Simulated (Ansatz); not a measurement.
# C2H6BF: rigid torsion scan from a Python script

A script is to give a rigid torsion scan; the system is C2H6BF.

Computed with Ansatz 0.2.0 through its Python package. Level of theory: Hartree-Fock/cc-pVDZ.

## 1. The system

Bond lengths: C1–B2 1.538 Å, B2–C3 1.573 Å, C3–F4 1.334 Å, C1–H5 1.169 Å, C1–H6 1.093 Å, C1–H7 1.139 Å, B2–H8 1.203 Å, C3–H9 1.150 Å, C3–H10 1.146 Å. Angles (14 of 15 angles, heavy atoms first): C1–B2–C3 120.1°, B2–C3–F4 112.0°, C1–B2–H8 120.5°, C3–B2–H8 119.4°, B2–C1–H5 108.7°, B2–C1–H6 115.8°, B2–C1–H7 111.2°, B2–C3–H9 111.2°, B2–C3–H10 109.1°, F4–C3–H9 113.3°, F4–C3–H10 106.3°, H5–C1–H6 106.7°, H5–C1–H7 105.8°, H6–C1–H7 108.1°.

No structure file is read: the coordinates are typed or built in the script.

## 2. The code

The input, torsion_c2h6bf.py:

```python
import ansatz as az
from ase import Atoms


def main() -> None:
    atoms = Atoms(['C', 'B', 'C', 'F', 'H', 'H', 'H', 'H', 'H', 'H'], positions=[
        (-0.6467, 1.1698, 0.181),
        (0.1746, 0.1062, -0.5681),
        (0.5703, -1.2351, 0.1518),
        (0.1725, -2.3065, -0.5354),
        (-1.6375, 1.3621, -0.4097),
        (-0.9351, 0.914, 1.204),
        (-0.1016, 2.17, 0.2055),
        (0.559, 0.3096, -1.6898),
        (0.2154, -1.2393, 1.2457),
        (1.7123, -1.302, 0.2179),
    ])

    first = (
        az.Crystal.molecule_from_ase(atoms).calculation()
        .basis(gaussian='cc-pVDZ')
        .functional('HF')
        .relax(force_tolerance=0.02, max_steps=80)
    )
    atoms.positions = first.run(threads=1).report['positions_ang']

    start = atoms.get_dihedral(0, 1, 2, 3)
    energies = {}
    for turn in range(0, 360, 30):
        turned = atoms.copy()
        turned.set_dihedral(0, 1, 2, 3, start + turn, indices=[2, 3, 8, 9])
        calc = az.Crystal.molecule_from_ase(turned).calculation().basis(gaussian='cc-pVDZ').functional('HF')
        energies[round((start + turn) % 360)] = calc.run(threads=1).report['free_energy_ev']
    floor = min(energies.values())
    print('dihedral C0-B1-C2-F3 (deg)   E - E(min) (kcal/mol)')
    for angle, e in sorted(energies.items()):
        print(f'{angle:8d} {23.060548 * (e - floor):14.3f}  ' + '#' * int(30 * (e - floor) / max(max(energies.values()) - floor, 1e-9)))


if __name__ == '__main__':
    main()
```

## 3. The calls as engine input

The engine receives this input (first run):

```yaml
crystal:
  periodic: [false, false, false]
  atoms:
    - { symbol: C, position_ang: [-0.6467, 1.1698, 0.181] }
    - { symbol: B, position_ang: [0.1746, 0.1062, -0.5681] }
    - { symbol: C, position_ang: [0.5703, -1.2351, 0.1518] }
    - { symbol: F, position_ang: [0.1725, -2.3065, -0.5354] }
    - { symbol: H, position_ang: [-1.6375, 1.3621, -0.4097] }
    - { symbol: H, position_ang: [-0.9351, 0.914, 1.204] }
    - { symbol: H, position_ang: [-0.1016, 2.17, 0.2055] }
    - { symbol: H, position_ang: [0.559, 0.3096, -1.6898] }
    - { symbol: H, position_ang: [0.2154, -1.2393, 1.2457] }
    - { symbol: H, position_ang: [1.7123, -1.302, 0.2179] }
basis:
  gaussian:
    orbitals: cc-pVDZ
hamiltonian:
  xc: hf
relax:
  f_tol: 0.02
  max_steps: 80
```

## 4. Launch

On the command line:

```bash
$ python torsion_c2h6bf.py
```

Without the output at hand: what should come out? Wanted: range of energy; lowest point, turn.

As calculated:

| quantity | value |
| --- | --- |
| runs compared | 12 |
| range of energy | 0.338 eV |
| lowest point, turn (°) | 180 |

The lowest point lies at a turn of 180°, the highest 0.338 eV (32.6 kJ/mol) above it at 270°. The grid can miss the true lowest and highest points, and the rest of the molecule is held rigid. Run 0: The relaxation took 9 moves; the largest shift is 0.836 Å, of atom 4 (F). So large a move can change the bonding: the results belong to the relaxed structure. The scan is rigid and the energies are electronic, in a modest basis. With rigid groups the curve can differ much from the relaxed path, the start wasn't checked as a minimum of this torsion, and equivalent turns needn't return to the same energy.
